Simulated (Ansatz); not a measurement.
# InH₃Se₃: up Jacob's ladder to CCSD(T)

Aim: compute InH₃Se₃ with functionals from several rungs and with coupled cluster, and see how far each lands from CCSD(T) at the basis-set limit for the atomisation energy.

Program: Ansatz 0.2.0, Gaussian basis. Level of theory: functionals in def2-TZVPP, the program's frozen cores in correlated methods. These are calculated values, not measurements.

Plan: LDA (SPW92), PBE-D4, revPBE-D4, BLYP-D4, r2SCAN-D4, B97M-V, PBE0-D4, B3LYP-D4, r2SCANh-D4, r2SCAN0-D4, HSE06-D4, BHLYP-D4, CAM-B3LYP-D4, LC-ωPBE, ωB97X-V, ωB97M-V, B2PLYP, PBE-QIDH; CCSD(T)/def2-SVP; CCSD(T)/def2-TZVPP; MP2/def2-QZVPP; extrapolation to the limit; RPA on PBE.

### 1 Structure used throughout

An earlier PBE0-D4 in a triple-zeta def2 set relaxation fixed the geometry. In takes the def2 core potential; no spin-orbit term is included.

SMILES `[SeH][In]([SeH])[SeH]`, 7 atoms, charge 0, spin multiplicity 1.

Atoms are counted from 1 here; the program's logs count them from 0.

Bond lengths: Se1–In2 2.500 Å, Se1–H5 1.470 Å, In2–Se3 2.500 Å, In2–Se4 2.500 Å, Se3–H6 1.470 Å, Se4–H7 1.469 Å. Angles: In2–Se1–H5 91.6°, Se1–In2–Se3 120.0°, Se1–In2–Se4 120.0°, Se3–In2–Se4 120.0°, In2–Se3–H6 91.6°, In2–Se4–H7 91.6°.

Coordinates:

```xyz
7

Se   -2.43143   -0.13833   -0.53334
In    0.00880   -0.01460   -0.00574
Se    0.76007    0.41622    2.33913
Se    1.69770   -0.32333   -1.82250
H    -2.79043    0.12239    0.86758
H     2.17339    0.37407    1.93890
H     0.64320   -0.50430   -2.82983
```

### 2 LDA

This LDA is Slater exchange with PW92 correlation.

in.yaml

```yaml
crystal:
  periodic: [false, false, false]
  atoms:
    - {symbol: Se, position_ang: [-2.431432, -0.138332, -0.533345]}
    - {symbol: In, position_ang: [0.008795, -0.014601, -0.005738]}
    - {symbol: Se, position_ang: [0.760068, 0.416215, 2.339128]}
    - {symbol: Se, position_ang: [1.697704, -0.323333, -1.822498]}
    - {symbol: H, position_ang: [-2.790426, 0.122387, 0.867577]}
    - {symbol: H, position_ang: [2.173388, 0.374067, 1.938901]}
    - {symbol: H, position_ang: [0.643204, -0.504303, -2.829826]}
basis:
  gaussian: {orbitals: def2-TZVPP}
hamiltonian: {xc: lda}
output: {orbitals: {seedname: orbitals}}
```

On the command line:

```console
$ ansatz run in.yaml --threads 2 --pin off --events-out ev --progress --plain --max-ram 20480MiB --backend cpu
```

Further steps of the session: PBE-D4 (GGA); revPBE-D4 (GGA); BLYP-D4 (GGA); r2SCAN-D4 (meta-GGA); B97M-V (meta-GGA); B3LYP-D4 (hybrid); r2SCANh-D4 (hybrid); r2SCAN0-D4 (hybrid); HSE06-D4 (hybrid); BHLYP-D4 (hybrid); CAM-B3LYP-D4 (range-separated); LC-ωPBE (range-separated); ωB97X-V (range-separated); ωB97M-V (range-separated); B2PLYP (double hybrid); PBE-QIDH (double hybrid); CCSD(T) in def2-SVP; CCSD(T) in def2-TZVPP; MP2 in def2-QZVPP; RPA on PBE orbitals.

Q: Predict the results of all the runs planned. Wanted: atomisation energy, CCSD(T)/CBS; farthest beyond LDA; mean size of error, GGA; mean size of error, meta-GGA; mean size of error, hybrid; mean size of error, range-separated; mean size of error, double hybrid; gap, smallest and largest; T1 diagnostic.

The runs gave:

```
                               quantity                                     value
        atomisation energy, CCSD(T)/CBS                                 18.122 eV
    functionals within 0.181 eV (1.0 %)                                 r2SCAN-D4
                    farthest beyond LDA                      BHLYP-D4 (-1.045 eV)
                mean size of error, GGA                                  0.592 eV
           mean size of error, meta-GGA                                  0.302 eV
             mean size of error, hybrid                                  0.578 eV
    mean size of error, range-separated                                  0.623 eV
      mean size of error, double hybrid                                  0.703 eV
              gap, smallest and largest  3.26 eV (LDA (SPW92)), 9.97 eV (LC-ωPBE)
                          T1 diagnostic                                    0.0110
triples share of the correlation energy                                     3.6 %
```

LDA overbinds by 2.731 eV (15 %). PBE-D4 misses by -0.195 eV. Double hybrids carry the basis error of their MP2 part in triple zeta, and no dispersion term here, so their miss is partly the set-up's. By mean error the best rung here is meta-GGA (0.302 eV) and the worst beyond LDA is double hybrid (0.703 eV). Misses under about 0.181 eV are within the doubt on the reference itself, which lacks core-valence correlation, spin-orbit coupling and higher excitations, and its outer-core shells are covered unevenly. All levels share the lack of spin-orbit coupling, which lowers the free heavy atoms and so the true binding. Hartree-Fock recovers 65 % of the binding; the rest is correlation. CCSD(T) in def2-SVP is off by -1.908 eV, which most functionals beat. The gap grows from 3.3 to 10.0 eV across the functionals, mostly with the share of exact exchange. Correlated methods include outer-core shells of In, Se, which these sets cover unevenly.
